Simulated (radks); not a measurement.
**Ar⁺ in [Ne] 3s2 3p5: an all-electron calculation**

The task here is to estimate one member of a computed series from the others.

Program: radks (a radial shooting solver on a logarithmic mesh, Libxc functionals) version 1. Level of theory: scalar-relativistic Kohn-Sham, HCTH/407, spin-polarised, spherical densities, point nucleus; open shells are filled with parallel spins first. These are calculated values, not measurements, unless marked.

**The system**

```
element       : argon (Z = 18)
charge        : +1
electrons     : 17
configuration : [Ne] 3s2 3p5
```

The outer shells:

Ar⁺
```
[Ne] core
3s [↑↓]
3p [↑↓][↑↓][↑ ]
```

Set-up of the first run:

The run's settings:

```text
Z 18
configuration [Ne] 3s2 3p5
relativity scalar-relativistic
functional hcth_407
spin polarised
nucleus point
c 137.035999084
```

Started as:

```
> python run_ks.py task.json out
```

This one command runs every case of the session in turn.

One table of the session follows, with a row left open; its other results are not shown here.

It belongs to the step «Orbitals and density». From the orbitals of this run (lengths in bohr):

| level | <r> | outermost maximum (interpolated) | 90 % within | nodes |
| --- | --- | --- | --- | --- |
| 1s up | 0.08581 | 0.0561 | 0.153 | 0 |
| 1s down | 0.08580 | 0.0561 | 0.153 | 0 |
| 2s up | 0.4131 | 0.338 | 0.645 | 1 |
| 2s down | 0.4130 | 0.339 | 0.644 | 1 |
| 2p up | ? | ? | ? | ? |
| 2p down | 0.3753 | 0.281 | 0.621 | 0 |
| 3s up | 1.361 | 1.16 | 2.04 | 2 |
| 3s down | 1.370 | 1.17 | 2.06 | 2 |
| 3p up | 1.534 | 1.25 | 2.37 | 1 |
| 3p down | 1.560 | 1.26 | 2.43 | 1 |

Estimate the missing values for 2p up.

As computed: <r>: 0.3754; outermost maximum (interpolated): 0.281; 90 % within: 0.621; nodes: 0. In the column «<r>» it lies between 2p down (0.3753) and 2s down (0.4130).

Limits of these values: Open shells are spherical and high-spin; term and fine-structure splittings are not resolved.
